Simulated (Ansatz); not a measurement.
# BrClGe: molecular dynamics

The plan is to follow the molecule's vibrations and see whether its bonds hold. The start is relaxed first. Runs: 300 steps of 2 fs at constant energy, with velocities drawn for 1000 K. SMILES of the start: [Cl][Ge][Br].

Program: Ansatz 0.2.0. Level of theory: RKS B3LYP/def2-SVP. These are calculated values, not measurements.

## 1. The starting structure

Bond lengths: Cl1–Ge2 2.165 Å, Ge2–Br3 2.307 Å. Angles: Cl1–Ge2–Br3 108.3°.

Structure file:

```xyz
3

Cl    0.3786    1.7309    0.3866
Ge   -0.7710    0.0791   -0.4104
Br    0.3815   -1.8747    0.0106
```

## 2. Preparing the start

input.yaml

```yaml
crystal:
  periodic: [false, false, false]
  atoms:
    - { symbol: Cl, position_ang: [0.3786, 1.7309, 0.3866] }
    - { symbol: Ge, position_ang: [-0.771, 0.0791, -0.4104] }
    - { symbol: Br, position_ang: [0.3815, -1.8747, 0.0106] }
basis:
  gaussian: { orbitals: def2-SVP }
hamiltonian:
  xc: b3lyp
relax:
  f_tol: 0.02
  max_steps: 40
scf:
  lower_state_search: "off"
output:
  orbitals: {}
```

Started as:

```
> ansatz run input.yaml --threads 1 --pin off --max-ram 2048MiB --backend cpu --events-out ev --progress --plain --runs-dir out
```

The log of the run (excerpt; [...] marks lines left out):

```text
Warning: RAYON_NUM_THREADS=1 ignored (pool sized by the plan → 1); use --threads N
[...]
Functional definition: B3LYP
[...]
831 factors; integrals over basis functions are off by at most 3.5e-4 eV
[...]
mean field -139072.30080102 eV, -5110.8127878464 hartree, gradient 4.1e-6 eV, S^2 0.000000; 0 other end points of the search recorded, 0 dependent functions left out
[...]
reference -139072.30100336 eV, -5110.8127952821 hartree; 42, 42 occupied and 40, 40 virtual orbitals, 831 factors
relax step   1: F+E_penalty+E_count = -139072.30080102 eV  Δ(F+E_penalty+E_count) = +0.000e0 eV  max|allowed force component| = 1.185e0 eV/Å  Δτ_max = 0.0000 Å  (15 SCF iters, accepted)
[...]
relax step   3: F+E_penalty+E_count = -139072.37546661 eV  Δ(F+E_penalty+E_count) = -3.798e-3 eV  max|allowed force component| = 2.326e-2 eV/Å  Δτ_max = 0.0331 Å  (20 SCF iters, accepted)
[...]
relax step   4: F+E_penalty+E_count = -139072.37558316 eV  Δ(F+E_penalty+E_count) = -1.166e-4 eV  max|allowed force component| = 2.698e-3 eV/Å  Δτ_max = 0.0053 Å  (14 SCF iters, accepted)
Total energy: -139072.37578770 eV, -5110.8155435560 hartree
Atom 0 at     0.416810     1.690451     0.403106 Å, force     0.000251    -0.000942     0.000037 eV/Å
Atom 1 at    -0.850338     0.093280    -0.451981 Å, force     0.000697    -0.001755     0.000194 eV/Å
Atom 2 at     0.422628    -1.848431     0.035676 Å, force    -0.000947     0.002698    -0.000232 eV/Å
Dipole moment:    -0.354956     0.044977    -0.187967 e Å
Checks for a lower state left out: stability, starts, cluster_reference, orbital_swaps, neighbouring_geometries, increment
```

Wall time 8.2 s (1 thread of Intel Xeon Platinum 8488C (Sapphire Rapids), shared host); peak memory 0.19 GiB.

The steps of the relaxation:

```tsv
step	energy from step 1 (eV)	largest force component (eV/Å)
1	0.0000	1.1854
2	-0.0709	0.1757
3	-0.0747	0.0233
4	-0.0748	0.0027
```

Step 1 is the start.

After: Bond lengths: Cl1–Ge2 2.211 Å, Ge2–Br3 2.372 Å. Angles: Cl1–Ge2–Br3 101.8°.

## 3. Dynamics

300 steps of 2 fs at constant energy, with velocities drawn for 1000 K, from the relaxed start.

input.yaml

```yaml
crystal:
  periodic: [false, false, false]
  atoms:
    - { symbol: Cl, position_ang: [0.41681, 1.690451, 0.403106] }
    - { symbol: Ge, position_ang: [-0.850338, 0.09328, -0.451981] }
    - { symbol: Br, position_ang: [0.422628, -1.848431, 0.035676] }
basis:
  gaussian: { orbitals: def2-SVP }
hamiltonian:
  xc: b3lyp
md:
  timestep: 2.0
  n_steps: 300
  ensemble: nve
  temperature: 1000.0
  initial_velocities: maxwell_boltzmann
  seed: 215851
scf:
  lower_state_search: "off"
```

Started as:

```
> ansatz run input.yaml --threads 1 --pin off --max-ram 2048MiB --backend cpu --events-out ev --progress --plain --runs-dir out
```

The log of the run (excerpt; [...] marks lines left out):

```text
Warning: RAYON_NUM_THREADS=1 ignored (pool sized by the plan → 1); use --threads N
[...]
[... 1 set-up line as earlier in the session ...]
[...]
831 factors; integrals over basis functions are off by at most 4.0e-4 eV
[...]
mean field -139072.37561087 eV, -5110.8155370575 hartree, gradient 6.4e-6 eV, S^2 0.000000; 0 other end points of the search recorded, 0 dependent functions left out
[...]
reference -139072.37581597 eV, -5110.8155445947 hartree; 42, 42 occupied and 40, 40 virtual orbitals, 831 factors
md step     0: t =     0.00 fs  T =  1000.0 K  F+E_penalty+E_count = -139072.37561087 eV  E_kin = 0.129260 eV  conserved = -139072.24635087 eV  (14 SCF iters)
[...]
md step    19: t =    38.00 fs  T =   761.7 K  F+E_penalty+E_count = -139072.34476970 eV  E_kin = 0.098455 eV  conserved = -139072.24631452 eV  (21 SCF iters)
[...]
md step    38: t =    76.00 fs  T =   473.2 K  F+E_penalty+E_count = -139072.30725214 eV  E_kin = 0.061161 eV  conserved = -139072.24609101 eV  (21 SCF iters)
[...]
md step    57: t =   114.00 fs  T =   621.8 K  F+E_penalty+E_count = -139072.32648954 eV  E_kin = 0.080376 eV  conserved = -139072.24611404 eV  (22 SCF iters)
[...]
md step    76: t =   152.00 fs  T =   194.2 K  F+E_penalty+E_count = -139072.27100669 eV  E_kin = 0.025108 eV  conserved = -139072.24589832 eV  (15 SCF iters)
md step    77: t =   154.00 fs  T =   233.0 K  F+E_penalty+E_count = -139072.27603307 eV  E_kin = 0.030114 eV  conserved = -139072.24591858 eV  (14 SCF iters)
md step    78: t =   156.00 fs  T =   289.3 K  F+E_penalty+E_count = -139072.28334340 eV  E_kin = 0.037396 eV  conserved = -139072.24594716 eV  (15 SCF iters)
```

## 4. The output, continued: dynamics from the start

Output, continued (excerpt; [...] marks lines left out):

```text
md step    79: t =   158.00 fs  T =   359.7 K  F+E_penalty+E_count = -139072.29248298 eV  E_kin = 0.046500 eV  conserved = -139072.24598336 eV  (15 SCF iters)
[...]
md step   104: t =   208.00 fs  T =   517.8 K  F+E_penalty+E_count = -139072.31315098 eV  E_kin = 0.066936 eV  conserved = -139072.24621518 eV  (21 SCF iters)
[...]
md step   129: t =   258.00 fs  T =   824.4 K  F+E_penalty+E_count = -139072.35279324 eV  E_kin = 0.106557 eV  conserved = -139072.24623614 eV  (21 SCF iters)
[...]
md step   154: t =   308.00 fs  T =   668.7 K  F+E_penalty+E_count = -139072.33257999 eV  E_kin = 0.086440 eV  conserved = -139072.24614017 eV  (21 SCF iters)
[...]
md step   178: t =   356.00 fs  T =   599.8 K  F+E_penalty+E_count = -139072.32371766 eV  E_kin = 0.077525 eV  conserved = -139072.24619278 eV  (22 SCF iters)
md step   179: t =   358.00 fs  T =   531.4 K  F+E_penalty+E_count = -139072.31481448 eV  E_kin = 0.068689 eV  conserved = -139072.24612574 eV  (22 SCF iters)
```

## 5. The output, continued: dynamics from the start

Output, continued (excerpt; [...] marks lines left out):

```text
md step   180: t =   360.00 fs  T =   459.3 K  F+E_penalty+E_count = -139072.30541965 eV  E_kin = 0.059370 eV  conserved = -139072.24605010 eV  (22 SCF iters)
[...]
md step   202: t =   404.00 fs  T =   398.2 K  F+E_penalty+E_count = -139072.29741911 eV  E_kin = 0.051471 eV  conserved = -139072.24594829 eV  (15 SCF iters)
[...]
md step   224: t =   448.00 fs  T =   190.7 K  F+E_penalty+E_count = -139072.27057551 eV  E_kin = 0.024647 eV  conserved = -139072.24592839 eV  (15 SCF iters)
[...]
md step   246: t =   492.00 fs  T =   277.6 K  F+E_penalty+E_count = -139072.28186464 eV  E_kin = 0.035889 eV  conserved = -139072.24597570 eV  (14 SCF iters)
[...]
md step   299: t =   598.00 fs  T =   511.2 K  F+E_penalty+E_count = -139072.31216247 eV  E_kin = 0.066078 eV  conserved = -139072.24608434 eV  (21 SCF iters)
[...]
md step   300: t =   600.00 fs  T =   576.8 K  F+E_penalty+E_count = -139072.32068244 eV  E_kin = 0.074560 eV  conserved = -139072.24612290 eV  (21 SCF iters)
Total energy: -139072.32088746 eV, -5110.8135260095 hartree
Atom 0 at     0.495662     1.606477     0.437115 Å, force    -0.561877    -0.241667    -0.330305 eV/Å
Atom 1 at    -0.902611     0.070617    -0.482729 Å, force     0.629048     0.540694     0.398081 eV/Å
Atom 2 at     0.435159    -1.790576     0.048536 Å, force    -0.067171    -0.299027    -0.067776 eV/Å
Dipole moment:    -0.419315    -0.024815    -0.230211 e Å
Checks for a lower state left out: stability, starts, cluster_reference, orbital_swaps, neighbouring_geometries, increment
```

Run time: 8.4 min. Hardware: 1 thread of Intel Xeon Platinum 8488C (Sapphire Rapids), shared host; peak memory 0.21 GiB.

## 6. The trajectory

The trajectory, every 16 steps (energies from step 0):

```tsv
time (fs)	T (K)	potential energy change (meV/atom)	total energy change (meV/atom)
0.0	1000	0.0	0.00
32.0	629	16.0	0.03
64.0	146	36.9	0.14
96.0	453	23.6	0.09
128.0	928	3.1	0.03
160.0	440	24.2	0.11
192.0	123	37.9	0.17
224.0	434	24.5	0.10
256.0	794	8.9	0.05
288.0	543	19.8	0.10
320.0	133	37.5	0.15
352.0	693	13.2	0.03
384.0	742	11.2	0.03
416.0	509	21.3	0.12
448.0	191	35.0	0.14
480.0	657	14.8	0.05
512.0	421	25.0	0.10
544.0	526	20.6	0.14
576.0	313	29.7	0.13
600.0	577	18.3	0.08
```

time (fs), T (K) and a bar:
```
      0.0       1000 ##############################
     26.0        349 ######
     52.0        349 ######
     78.0        542 #############
    104.0        258 ###
    130.0        864 #########################
    156.0        289 ####
    182.0        526 #############
    208.0        518 ############
    234.0        293 ####
    260.0        834 ########################
    286.0        445 ##########
    314.0        372 #######
    340.0        461 ##########
    366.0        310 #####
    392.0        683 ##################
    418.0        566 ##############
    444.0        385 #######
    470.0        607 ################
    496.0        184 
    522.0        719 ####################
    548.0        631 ################
    574.0        382 #######
    600.0        577 ##############
```

Maxima of the velocity power spectrum (cm⁻¹, relative height; resolution about 110 cm⁻¹): 130 (44), 280 (36), 390 (100).

## 7. Snapshots as a file

Positions (Å) and forces (eV/Å):

```xyz
3
time_fs=76.0 T=473 dE=0.0684
Cl    0.498    1.624    0.440   -0.605   -0.366   -0.367
Ge   -0.890    0.056   -0.478    0.435    0.940    0.335
Br    0.423   -1.785    0.043    0.170   -0.574    0.032
3
time_fs=150.0 T=176 dE=0.1070
Cl    0.442    1.800    0.428   -0.697   -0.947   -0.478
Ge   -0.871    0.100   -0.463    1.086    0.302    0.621
Br    0.430   -1.903    0.034   -0.389    0.645   -0.144
3
time_fs=224.0 T=434 dE=0.0734
Cl    0.395    1.836    0.406   -0.356   -0.833   -0.281
Ge   -0.810    0.064   -0.433    0.060    1.004    0.138
Br    0.396   -1.887    0.017    0.296   -0.170    0.143
3
time_fs=300.0 T=907 dE=0.0121
Cl    0.455    1.620    0.416   -0.105    0.119   -0.044
Ge   -0.879    0.093   -0.468    0.201   -0.016    0.107
Br    0.432   -1.817    0.044   -0.096   -0.103   -0.063
3
time_fs=376.0 T=513 dE=0.0632
Cl    0.422    1.590    0.395    0.595    0.913    0.418
Ge   -0.876    0.129   -0.462   -0.285   -1.133   -0.274
Br    0.444   -1.836    0.049   -0.309    0.220   -0.145
3
time_fs=450.0 T=118 dE=0.1145
Cl    0.330    1.757    0.363    0.873    0.785    0.556
Ge   -0.765    0.092   -0.406   -1.470   -0.278   -0.827
Br    0.384   -1.877    0.012    0.598   -0.507    0.271
3
time_fs=524.0 T=736 dE=0.0343
Cl    0.387    1.744    0.393    0.144    0.048    0.083
Ge   -0.843    0.132   -0.444    0.161   -0.672    0.017
Br    0.429   -1.907    0.033   -0.305    0.624   -0.100
3
time_fs=600.0 T=577 dE=0.0549
Cl    0.496    1.607    0.437   -0.562   -0.242   -0.330
Ge   -0.903    0.071   -0.483    0.629    0.541    0.398
Br    0.435   -1.791    0.049   -0.067   -0.299   -0.068
```

## 8. What came out

| quantity | value |
| --- | --- |
| relaxation of the start | 3 moves, 0.075 eV lower |
| length | 300 steps of 2 fs |
| temperature, first and last step | 1000 and 577 K |
| temperature, second half | mean 487 K, from 48 to 907 K |
| potential energy, second half | +22 meV/atom from the start |
| largest change of the total energy | 0.19 meV/atom |
| bonds formed or broken | 0 |

What this shows: The temperature starts at 1000 K and averages 487 K in the second half, where it ranges from 48 to 907 K; a mean near half the start is what vibrations about a minimum give, since they share energy equally between motion and strain. The total energy strays from its start by at most 0.19 meV/atom, 0.9 % of the mean kinetic energy, which is good for a step of 2 fs. The bonds all hold. Averages from a run of 600 fs with 3 atoms are rough.
